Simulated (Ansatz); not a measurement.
# GeW3: the cost of one run

Method: DFT PBE, scalar-relativistic, plane waves, PAW, in Ansatz 0.2.0.

2 further runs of the same task are left out: 1 that didn't finish, 1 set aside as unsound or not needed. Runs told in other sessions of the task aren't counted.

### 1 The structure to begin with

The structure is cubic, space group Im-3m (No. 229). Conventional cell: a = 5.255 Å, b = 5.255 Å, c = 5.255 Å, α = 90.00°, β = 90.00°, γ = 90.00°. Ge (site symmetry m-3m) is surrounded by 6 W at 2.63 Å. W (site symmetry 4/mmm) is surrounded by 2 Ge at 2.63 Å and 4 W at 2.63 Å.

As a file:

```
Ge W
1.0
    -2.62756    2.62756    2.62756
     2.62756   -2.62756    2.62756
     2.62756    2.62756   -2.62756
Ge W
1 3
Direct
  0.00000 0.00000 0.00000
  0.00000 0.50000 0.50000
  0.50000 0.00000 0.50000
  0.50000 0.50000 0.00000
```

A structure generator made this guess: random cell by space group and Wyckoff sites (Im-3m, No. 229). Lengths come from tabulated atomic sizes and are only a guess.

### 2 Probe: one point on a coarse mesh

The input, input.yaml:

```yaml
crystal:
  lattice:
    - [-2.62756033, 2.62756033, 2.62756033]
    - [2.62756033, -2.62756033, 2.62756033]
    - [2.62756033, 2.62756033, -2.62756033]
  atoms:
    - { symbol: Ge, position: [0.0, 0.0, 0.0] }
    - { symbol: W, position: [0.0, 0.5, 0.5] }
    - { symbol: W, position: [0.5, 0.0, 0.5] }
    - { symbol: W, position: [0.5, 0.5, 0.0] }
basis:
  ecutwfc: 420
kpoints:
  mp_grid: { grid: [6, 6, 6] }
hamiltonian:
  xc: pbe
scf:
  occupations: { method: gaussian, width: 0.1 }
  lower_state_search: "off"
output:
  forces: true
  stress: true
  eigenvalues: true
```

Launch:

```console
> ansatz run input.yaml --threads 1 --pin off --max-ram 2560MiB --backend cpu --events-out ev --progress --plain --runs-dir out
```

What time and memory should one allow on 1 thread of Intel Xeon at 2.50GHz (Skylake/Cascade Lake), shared host?

About 3.7 s, with a peak of 0.38 GiB.
